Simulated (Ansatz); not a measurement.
# GaH− (doublet): the correlation ladder, aug-cc-pVTZ

How much of the correlation energy of GaH− (doublet) does each wave-function method recover here?

The runs use Ansatz 0.2.0, Gaussian basis; aug-cc-pVTZ, core rule «outside noble gas», up to 14 orbitals frozen.

To be run: UHF; CCSD(T) on ROHF; CCSD(T) on UHF; BCCD(T) on ROHF; CCSDT(Q) on ROHF; CCSDT(Q) on UHF; CASSCF and MRCISD+Q, 5 electrons in 5 orbitals; CASSCF and NEVPT2, 5 electrons in 5 orbitals.

13 further runs of the same task are left out: 5 for a known fault of the program, 3 that didn't finish, 5 set aside as unsound or not needed.

## 1. The system

The geometry is a PBE0/def2-TZVPD stationary point (not a proven minimum) of the parent state, kept for this charge and spin. No spin-orbit coupling is included. The filled d shell of Ga may be among the frozen orbitals whatever the setting's name suggests; the logs give the count.

2 atoms, charge -1, spin multiplicity 2.

Atoms are counted from 1 here; the program's logs count them from 0.

Bond lengths: Ga1–H2 1.603 Å.

In the tables R marks a restricted open-shell determinant and U an unrestricted one; 'valence' is the active space of 5 electrons in 5 orbitals; energies count from the table's Hartree-Fock row.

## 2. UHF

The input, in.yaml:

```yaml
crystal:
  periodic: [false, false, false]
  atoms:
    - {symbol: Ga, position_ang: [0.000000, 0.000000, 0.000000]}
    - {symbol: H, position_ang: [0.000000, 0.000000, 1.602600]}
basis:
  gaussian: {orbitals: aug-cc-pVTZ}
total_charge: -1
magnetization: {spin_polarized: true, initial_magnetization: 1}
hamiltonian: {xc: hf}
output: {orbitals: {seedname: orbitals}}
```

The run is started by

```
> ansatz run in.yaml --threads 1 --pin off --events-out ev --progress --plain --max-ram 4096MiB --backend cpu
```

The program printed:

```text
Functional definition: HF
  name "HF"
  cite "Fock, Z. Phys. 61, 126 (1930) doi:10.1007/BF01340294"
  parent pbe
  exchange = exact_x
  correlation = 0
607 factors; their error is unknown
mean field evaluation 1: about -52347.3858 eV, gradient 9.8e0 eV
mean field evaluation 2: about -52348.5086 eV, gradient 5.1e0 eV
mean field evaluation 4: about -52348.6638 eV, gradient 4.2e-1 eV
mean field evaluation 8: about -52349.6728 eV, gradient 3.7e-1 eV
mean field evaluation 16: about -52349.6953 eV, gradient 2.5e-1 eV
mean field evaluation 32: about -52349.9975 eV, gradient 2.1e-5 eV
mean field evaluation 64: about -52349.9972 eV, gradient 1.3e-2 eV
mean field evaluation 96: about -52349.6658 eV, gradient 1.7e0 eV
mean field evaluation 128: about -52345.5355 eV, gradient 7.0e0 eV
mean field evaluation 160: about -52348.8481 eV, gradient 7.0e-2 eV
mean field evaluation 192: about -52349.6733 eV, gradient 3.4e-6 eV
mean field -52349.99753207 eV, -1923.8269252008 hartree, gradient 3.3e-6 eV, S^2 0.767948; 5 other end points of the search recorded, 0 dependent functions left out
reference -52349.99753207 eV, -1923.8269252008 hartree; 17, 16 occupied and 65, 66 virtual orbitals, 607 factors
Total energy: -52349.99753207 eV, -1923.8269252008 hartree
```

Run time: 4.7 s. Hardware: 1 thread of AMD EPYC 7R13, shared host.

From the report: ⟨S²⟩ of the determinant 0.768 (pure doublet: 0.75).

## 3. CCSD(T) on ROHF

Edit in.yaml of step 2 so:

```diff
@@ -8,4 +8,3 @@
 total_charge: -1
-magnetization: {spin_polarized: true, initial_magnetization: 1}
-hamiltonian: {xc: hf}
-output: {orbitals: {seedname: orbitals}}
+magnetization: {spin_polarized: false, initial_magnetization: 1}
+correlation: {method: ccsd_t, electrons: outside_noble_gas}
```

The command is unchanged.

The program printed, cut to the lines that bear on the results:

```text
Functional definition: HF
  name "HF"
  cite "Fock, Z. Phys. 61, 126 (1930) doi:10.1007/BF01340294"
  parent pbe
[...]
508 factors; integrals over basis functions are off by at most 1.6e-3 eV
[...]
mean field -52349.93838929 eV, -1923.8247517437 hartree, gradient 2.4e-6 eV, S^2 0.750000; 17 other end points of the search recorded, 0 dependent functions left out
[...]
determinant -52349.93838929 eV, -1923.8247517437 hartree, with singles and doubles -52352.50273102 eV, -1923.9189895643 hartree
determinant -52349.67382324 eV, -1923.8150291208 hartree, with singles and doubles -52351.96006115 eV, -1923.8990468141 hartree
determinant -52348.84772646 eV, -1923.7846706240 hartree, with singles and doubles -52351.18104963 eV, -1923.8704186689 hartree
determinant -52348.15347574 eV, -1923.7591573808 hartree, with singles and doubles -52350.65683017 eV, -1923.8511539590 hartree
determinant -52347.90322424 eV, -1923.7499608077 hartree, with singles and doubles -52350.28762464 eV, -1923.8375859061 hartree
determinant -52347.41644080 eV, -1923.7320718463 hartree, with singles and doubles -52350.13735165 eV, -1923.8320634756 hartree
determinant -52349.93838929 eV, -1923.8247517437 hartree, with singles and doubles -52352.41939367 eV, -1923.9159269731 hartree
determinant -52349.67382324 eV, -1923.8150291208 hartree, with singles and doubles -52351.88682216 eV, -1923.8963553312 hartree
14 core orbitals not correlated: weight in the atoms' cores, before any rotation towards them, 0.999 or more for the frozen orbitals, at most 0.001 for the correlated occupied ones
reference -52349.93838929 eV, -1923.8247517437 hartree; 3, 2 occupied and 65, 66 virtual orbitals, 508 factors
second order -1.95350273 eV of doubles, -0.02778676 eV of singles
cycle   1  -2.48100477 eV  change   -3.9e-7 eV  update   1.8e-6
perturbative correction -0.07957572 eV, -0.0029243538 hartree
Total energy: -52352.49896978 eV, -1923.9188513411 hartree
```

Run time: 15 s. Hardware: 1 thread of AMD EPYC 7R13, shared host; peak memory 0.29 GiB.

From the report: correlation -2.5606 eV; T1 0.030; largest double amplitude 0.06.

## 4. CCSD(T) on UHF

Edit in.yaml of step 3 so:

```diff
@@ -8,3 +8,3 @@
 total_charge: -1
-magnetization: {spin_polarized: false, initial_magnetization: 1}
+magnetization: {spin_polarized: true, initial_magnetization: 1}
 correlation: {method: ccsd_t, electrons: outside_noble_gas}
```

Launched as before.

The program printed, cut to the lines that bear on the results:

```text
Functional definition: HF
  name "HF"
  cite "Fock, Z. Phys. 61, 126 (1930) doi:10.1007/BF01340294"
  parent pbe
[...]
508 factors; integrals over basis functions are off by at most 1.6e-3 eV
[...]
mean field -52349.99827304 eV, -1923.8269524308 hartree, gradient 1.4e-6 eV, S^2 0.767948; 27 other end points of the search recorded, 0 dependent functions left out
determinant -52349.99827304 eV, -1923.8269524308 hartree, with singles and doubles -52352.50814564 eV, -1923.9191885476 hartree
determinant -52349.67408698 eV, -1923.8150388131 hartree, with singles and doubles -52351.96238512 eV, -1923.8991322187 hartree
determinant -52348.84895894 eV, -1923.7847159168 hartree, with singles and doubles -52351.18246290 eV, -1923.8704706058 hartree
determinant -52348.36620564 eV, -1923.7669750604 hartree, with singles and doubles -52350.60891655 eV, -1923.8493931659 hartree
[...]
determinant -52346.82323111 eV, -1923.7102717920 hartree, with singles and doubles -52348.76711945 eV, -1923.7817083709 hartree
determinant -52346.61357754 eV, -1923.7025671656 hartree, with singles and doubles -52348.51343129 eV, -1923.7723855031 hartree
determinant -52349.99827304 eV, -1923.8269524308 hartree, with singles and doubles -52352.42371266 eV, -1923.9160856929 hartree
determinant -52349.67408698 eV, -1923.8150388131 hartree, with singles and doubles -52351.88684145 eV, -1923.8963560398 hartree
14 core orbitals not correlated: weight in the atoms' cores, before any rotation towards them, 0.999 or more for the frozen orbitals, at most 0.001 for the correlated occupied ones
reference -52349.99827304 eV, -1923.8269524308 hartree; 3, 2 occupied and 65, 66 virtual orbitals, 508 factors
second order -1.91236046 eV of doubles, -0.00000000 eV of singles
cycle   1  -2.42543987 eV  change   -2.5e-7 eV  update   1.3e-6
perturbative correction -0.07657632 eV, -0.0028141277 hartree
Total energy: -52352.50028923 eV, -1923.9188998299 hartree
```

It took 24 s on 1 thread of AMD EPYC 7R13, shared host; peak memory 0.29 GiB.

From the report: ⟨S²⟩ of the determinant 0.768 (pure doublet: 0.75); correlation -2.5020 eV; T1 0.023; largest double amplitude 0.06.

## 5. BCCD(T) on ROHF

Edit in.yaml of step 4 so:

```diff
@@ -8,3 +8,3 @@
 total_charge: -1
-magnetization: {spin_polarized: true, initial_magnetization: 1}
-correlation: {method: ccsd_t, electrons: outside_noble_gas}
+magnetization: {spin_polarized: false, initial_magnetization: 1}
+correlation: {method: bccd_t, electrons: outside_noble_gas}
```

The command is unchanged.

The program printed, cut to the lines that bear on the results:

```text
Functional definition: HF
  name "HF"
  cite "Fock, Z. Phys. 61, 126 (1930) doi:10.1007/BF01340294"
  parent pbe
[...]
508 factors; integrals over basis functions are off by at most 1.6e-3 eV
[...]
mean field -52349.93838929 eV, -1923.8247517437 hartree, gradient 2.4e-6 eV, S^2 0.750000; 17 other end points of the search recorded, 0 dependent functions left out
[...]
determinant -52349.93838929 eV, -1923.8247517437 hartree, with singles and doubles -52352.50273102 eV, -1923.9189895643 hartree
determinant -52349.67382324 eV, -1923.8150291208 hartree, with singles and doubles -52351.96006115 eV, -1923.8990468141 hartree
determinant -52348.84772646 eV, -1923.7846706240 hartree, with singles and doubles -52351.18104963 eV, -1923.8704186689 hartree
determinant -52348.15347574 eV, -1923.7591573808 hartree, with singles and doubles -52350.65683017 eV, -1923.8511539590 hartree
[...]
determinant -52347.41644080 eV, -1923.7320718463 hartree, with singles and doubles -52350.13735165 eV, -1923.8320634756 hartree
determinant -52349.93838929 eV, -1923.8247517437 hartree, with singles and doubles -52352.41939367 eV, -1923.9159269731 hartree
determinant -52349.67382324 eV, -1923.8150291208 hartree, with singles and doubles -52351.88682216 eV, -1923.8963553312 hartree
14 core orbitals not correlated: weight in the atoms' cores, before any rotation towards them, 0.999 or more for the frozen orbitals, at most 0.001 for the correlated occupied ones
reference -52349.93838929 eV, -1923.8247517437 hartree; 3, 2 occupied and 65, 66 virtual orbitals, 508 factors
second order -1.95350273 eV of doubles, -0.02778676 eV of singles
cycle   1  -2.48314166 eV  change   -2.1e-3 eV  update   5.4e-3
[...]
cycle   9  -2.48094052 eV  change   -1.0e-6 eV  update   2.8e-6
perturbative correction -0.07999792 eV, -0.0029398695 hartree
Total energy: -52352.49932773 eV, -1923.9188644955 hartree
```

Wall time 14 s (1 thread of AMD EPYC 7R13, shared host); peak memory 0.32 GiB.

From the report: correlation -2.5609 eV; largest double amplitude 0.06.

## 6. CCSDT(Q) on ROHF

Edit in.yaml of step 5 so:

```diff
@@ -9,2 +9,2 @@
 magnetization: {spin_polarized: false, initial_magnetization: 1}
-correlation: {method: bccd_t, electrons: outside_noble_gas}
+correlation: {method: ccsdt_q, electrons: outside_noble_gas}
```

The run is started by

```
> ansatz run in.yaml --threads 2 --pin off --events-out ev --progress --plain --max-ram 24576MiB --backend cuda --devices 0, --max-vram 18GiB
```

The program printed, cut to the lines that bear on the results:

```text
Functional definition: HF
  name "HF"
  cite "Fock, Z. Phys. 61, 126 (1930) doi:10.1007/BF01340294"
  parent pbe
[...]
883 factors; integrals over basis functions are off by at most 1.9e-7 eV
[...]
mean field -52349.93840098 eV, -1923.8247521734 hartree, gradient 8.4e-6 eV, S^2 0.750000; 18 other end points of the search recorded, 0 dependent functions left out
[...]
determinant -52349.93840098 eV, -1923.8247521734 hartree, with singles and doubles -52352.50186175 eV, -1923.9189576192 hartree
determinant -52349.67383590 eV, -1923.8150295859 hartree, with singles and doubles -52351.95897288 eV, -1923.8990068211 hartree
determinant -52348.84773880 eV, -1923.7846710773 hartree, with singles and doubles -52351.17928897 eV, -1923.8703539659 hartree
determinant -52348.15348892 eV, -1923.7591578649 hartree, with singles and doubles -52350.63478531 eV, -1923.8503438253 hartree
[...]
determinant -52347.41645141 eV, -1923.7320722359 hartree, with singles and doubles -52350.13765401 eV, -1923.8320745872 hartree
determinant -52349.93840098 eV, -1923.8247521734 hartree, with singles and doubles -52352.41940551 eV, -1923.9159274081 hartree
determinant -52349.67383590 eV, -1923.8150295859 hartree, with singles and doubles -52351.88683785 eV, -1923.8963559076 hartree
14 core orbitals not correlated: weight in the atoms' cores, before any rotation towards them, 0.999 or more for the frozen orbitals, at most 0.001 for the correlated occupied ones
reference -52349.93840098 eV, -1923.8247521734 hartree; 3, 2 occupied and 65, 66 virtual orbitals, 883 factors
second order -1.95351663 eV of doubles, -0.02778684 eV of singles
cycle   1  -2.31813003 eV  change   -3.4e-1 eV  update   7.0e-2
[...]
cycle  17  -2.58057134 eV  change    3.2e-7 eV  update   4.6e-7
perturbative correction -0.00265497 eV, -0.0000975685 hartree
Total energy: -52352.52162730 eV, -1923.9196839895 hartree
```

Run time: 9.5 s. Hardware: 1 × H100 (card shared with other runs) with 2 threads of AMD EPYC 7R13, shared host; peak host memory 0.86 GiB.

From the report: correlation -2.5832 eV; T1 0.030; largest double amplitude 0.06.

## 7. CCSDT(Q) on UHF

Edit in.yaml of step 6 so:

```diff
@@ -8,3 +8,3 @@
 total_charge: -1
-magnetization: {spin_polarized: false, initial_magnetization: 1}
+magnetization: {spin_polarized: true, initial_magnetization: 1}
 correlation: {method: ccsdt_q, electrons: outside_noble_gas}
```

The command is unchanged.

The program printed, cut to the lines that bear on the results:

```text
Functional definition: HF
  name "HF"
  cite "Fock, Z. Phys. 61, 126 (1930) doi:10.1007/BF01340294"
  parent pbe
[...]
883 factors; integrals over basis functions are off by at most 1.9e-7 eV
[...]
mean field -52349.99828479 eV, -1923.8269528628 hartree, gradient 2.1e-6 eV, S^2 0.767948; 27 other end points of the search recorded, 0 dependent functions left out
determinant -52349.99828479 eV, -1923.8269528628 hartree, with singles and doubles -52352.50816951 eV, -1923.9191894251 hartree
determinant -52349.67409969 eV, -1923.8150392802 hartree, with singles and doubles -52351.96241451 eV, -1923.8991332988 hartree
determinant -52348.84897119 eV, -1923.7847163669 hartree, with singles and doubles -52351.18262191 eV, -1923.8704764491 hartree
determinant -52348.36621663 eV, -1923.7669754641 hartree, with singles and doubles -52350.60894161 eV, -1923.8493940869 hartree
[...]
determinant -52346.61358899 eV, -1923.7025675863 hartree, with singles and doubles -52348.44999999 eV, -1923.7700544459 hartree
determinant -52349.99828479 eV, -1923.8269528628 hartree, with singles and doubles -52352.42372479 eV, -1923.9160861385 hartree
determinant -52349.67409969 eV, -1923.8150392802 hartree, with singles and doubles -52351.88685697 eV, -1923.8963566102 hartree
14 core orbitals not correlated: weight in the atoms' cores, before any rotation towards them, 0.999 or more for the frozen orbitals, at most 0.001 for the correlated occupied ones
reference -52349.99828479 eV, -1923.8269528628 hartree; 3, 2 occupied and 65, 66 virtual orbitals, 883 factors
second order -1.91237392 eV of doubles, -0.00000000 eV of singles
cycle   1  -2.25262316 eV  change   -3.4e-1 eV  update   7.0e-2
[...]
cycle  17  -2.52209198 eV  change    3.2e-7 eV  update   3.5e-7
perturbative correction -0.00260689 eV, -0.0000958014 hartree
Total energy: -52352.52298366 eV, -1923.9197338348 hartree
```

Wall time 11 s (1 × H100 (card shared with other runs) with 2 threads of AMD EPYC 7R13, shared host); peak host memory 0.86 GiB.

From the report: ⟨S²⟩ of the determinant 0.768 (pure doublet: 0.75); correlation -2.5247 eV; T1 0.023; largest double amplitude 0.06.

## 8. CASSCF and MRCISD+Q, 5 electrons in 5 orbitals

The input, in.yaml:

```yaml
crystal:
  periodic: [false, false, false]
  atoms:
    - {symbol: Ga, position_ang: [0.000000, 0.000000, 0.000000]}
    - {symbol: H, position_ang: [0.000000, 0.000000, 1.602600]}
basis:
  gaussian: {orbitals: aug-cc-pVTZ}
total_charge: -1
magnetization: {spin_polarized: false, initial_magnetization: 1}
correlation: {method: fic_mrcisd_q, electrons: outside_noble_gas, active_space: {window: {electrons: 5, orbitals: 5}, shells: [{species: Ga, l: s, shell: 4}, {species: Ga, l: p, shell: 4}, {species: H, l: s, shell: 1}]}}
```

Launched as before.

The program printed, cut to the lines that bear on the results:

```text
Functional definition: HF
  name "HF"
  cite "Fock, Z. Phys. 61, 126 (1930) doi:10.1007/BF01340294"
  parent pbe
[...]
883 factors; integrals over basis functions are off by at most 1.9e-7 eV
[...]
mean field -52349.93840098 eV, -1923.8247521734 hartree, gradient 8.4e-6 eV, S^2 0.750000; 14 other end points of the search recorded, 0 dependent functions left out
reference -52349.93840098 eV, -1923.8247521734 hartree; 17, 16 occupied and 65, 66 virtual orbitals, 883 factors
state -52350.70505512 eV, -1923.8529261933 hartree
contracted CI cycle   1: correlation 0.00000000 eV, 0.0000000000 hartree, residual 9.00e0 eV
contracted CI cycle   2: correlation -1.58136392 eV, -0.0581140520 hartree, residual 2.31e0 eV
contracted CI cycle   3: correlation -1.69194753 eV, -0.0621779249 hartree, residual 7.39e-1 eV
contracted CI cycle   4: correlation -1.70309604 eV, -0.0625876251 hartree, residual 3.00e-1 eV
contracted CI cycle   5: correlation -1.70487711 eV, -0.0626530783 hartree, residual 1.19e-1 eV
contracted CI cycle   6: correlation -1.70518982 eV, -0.0626645701 hartree, residual 4.77e-2 eV
contracted CI cycle   7: correlation -1.70524140 eV, -0.0626664655 hartree, residual 1.83e-2 eV
contracted CI cycle   8: correlation -1.70524858 eV, -0.0626667295 hartree, residual 7.27e-3 eV
contracted CI cycle   9: correlation -1.70524958 eV, -0.0626667663 hartree, residual 2.44e-3 eV
contracted CI cycle  10: correlation -1.70524972 eV, -0.0626667713 hartree, residual 8.99e-4 eV
state -52350.70505512 eV, -1923.8529261933 hartree; corrected -52352.51879813 eV, -1923.9195800197 hartree
Total energy: -52352.51879813 eV, -1923.9195800197 hartree
Checks for a lower state left out: starts, orbital_swaps
```

Wall time 5.5 s (1 × H100 (card shared with other runs) with 2 threads of AMD EPYC 7R13, shared host); peak host memory 0.79 GiB.

From the report: 24 determinants; active occupations 1.98, 1.93, 1.00, 0.07, 0.02.

## 9. CASSCF and NEVPT2, 5 electrons in 5 orbitals

The input, in.yaml:

```yaml
crystal:
  periodic: [false, false, false]
  atoms:
    - {symbol: Ga, position_ang: [0.000000, 0.000000, 0.000000]}
    - {symbol: H, position_ang: [0.000000, 0.000000, 1.602600]}
basis:
  gaussian: {orbitals: aug-cc-pVTZ}
total_charge: -1
magnetization: {spin_polarized: false, initial_magnetization: 1}
correlation: {method: sc_nevpt2, electrons: outside_noble_gas, active_space: {window: {electrons: 5, orbitals: 5}, shells: [{species: Ga, l: s, shell: 4}, {species: Ga, l: p, shell: 4}, {species: H, l: s, shell: 1}]}}
```

The run is started by

```
> ansatz run in.yaml --threads 1 --pin off --events-out ev --progress --plain --max-ram 4096MiB --backend cpu
```

The program printed, cut to the lines that bear on the results:

```text
Functional definition: HF
  name "HF"
  cite "Fock, Z. Phys. 61, 126 (1930) doi:10.1007/BF01340294"
  parent pbe
[...]
883 factors; integrals over basis functions are off by at most 1.9e-7 eV
[...]
mean field -52349.93840098 eV, -1923.8247521734 hartree, gradient 2.3e-6 eV, S^2 0.750000; 14 other end points of the search recorded, 0 dependent functions left out
reference -52349.93840098 eV, -1923.8247521734 hartree; 17, 16 occupied and 65, 66 virtual orbitals, 883 factors
state -52350.70505512 eV, -1923.8529261933 hartree
state -52350.70505512 eV, -1923.8529261933 hartree; corrected -52351.92339242 eV, -1923.8976992632 hartree
Total energy: -52351.92339242 eV, -1923.8976992632 hartree
Checks for a lower state left out: starts, orbital_swaps
```

It took 6 s on 1 thread of AMD EPYC 7R13, shared host.

From the report: 24 determinants; active occupations 1.98, 1.93, 1.00, 0.07, 0.02.

## 10. How many determinants matter

Natural occupations of the CASSCF valence state about the gap (report; correlated orbitals 1 to 5): 1.980, 1.931, 1.000, 0.066, 0.023. The count of effectively unpaired electrons, Σ n²(2 − n)², is 1.04; a single determinant of this spin has 1.

## 11. The ladder

The yardstick is UCCSDT(Q), where the cluster series has nearly closed. Rows without a time come out of other runs: HF, MP2 and CCSD of CCSD(T), CCSDT of CCSDT(Q), CASSCF and MRCISD of the multireference runs.

| method | energy from the lowest ROHF (meV) | from UCCSDT(Q) (meV) | time |
| --- | --- | --- | --- |
| ROHF | 0.0 | +2584.6 |  |
| UHF | -59.9 | +2524.7 |  |
| RMP2 | -1981.3 | +603.3 |  |
| UMP2 | -1972.2 | +612.4 |  |
| RCCSD | -2481.0 | +103.6 |  |
| UCCSD | -2485.3 | +99.3 |  |
| RCCSD(T) | -2560.6 | +24.0 | 15 s |
| UCCSD(T) | -2561.9 | +22.7 | 24 s |
| BCCD(T) | -2560.9 | +23.7 | 14 s |
| RCCSDT | -2580.6 | +4.0 |  |
| UCCSDT | -2582.0 | +2.6 |  |
| RCCSDT(Q) | -2583.2 | +1.4 | 9.5 s (GPU) |
| UCCSDT(Q) | -2584.6 | 0 | 11 s (GPU) |
| CASSCF valence | -766.7 | +1817.9 |  |
| NEVPT2 valence | -1985.0 | +599.6 | 6 s |
| MRCISD valence | -2471.9 | +112.7 |  |
| MRCISD+Q valence | -2580.4 | +4.2 | 5.5 s (GPU) |

Some runs used a GPU and others CPU threads alone; cost is compared among the CPU runs only.

Among the levels timed on like hardware, those that no quicker one beats, quickest first: NEVPT2 valence (6 s, +599.6 meV); BCCD(T) (14 s, +23.7 meV); UCCSD(T) (24 s, +22.7 meV).

## 12. Summary of results

| quantity | value |
| --- | --- |
| UCCSDT(Q) from the ROHF energy | -2.5846 eV |
| RMP2 from UCCSDT(Q) | +603.3 meV |
| UMP2 from UCCSDT(Q) | +612.4 meV |
| RCCSD from UCCSDT(Q) | +103.6 meV |
| RCCSD(T) from UCCSDT(Q) | +24.0 meV |
| UCCSD(T) from UCCSDT(Q) | +22.7 meV |
| RCCSDT(Q) from UCCSDT(Q) | +1.4 meV |
| NEVPT2 valence from UCCSDT(Q) | +599.6 meV |
| MRCISD+Q valence from UCCSDT(Q) | +4.2 meV |
| levels within 1 kcal/mol (43 meV) | RCCSD(T), UCCSD(T), BCCD(T), RCCSDT, UCCSDT, RCCSDT(Q), MRCISD+Q valence |
| T1 diagnostic | 0.030 |
| effectively unpaired electrons | 1.04 |

What this shows: RCCSD(T) lands +24.0 meV from the yardstick (0.9 % of the correlation energy). One determinant dominates. Of the multireference levels listed MRCISD+Q valence comes nearest in total energy (+4.2 meV), which doesn't show that its space is the better one. These misses are within one basis, not against nature; the frozen cores of restricted and unrestricted runs differ, which can shift their rows.

UCCSD(T) reaches 22.7 meV from the reference in 24 s; the quickest level in the cost chart, NEVPT2 valence, takes 6 s and misses by 599.6 meV.
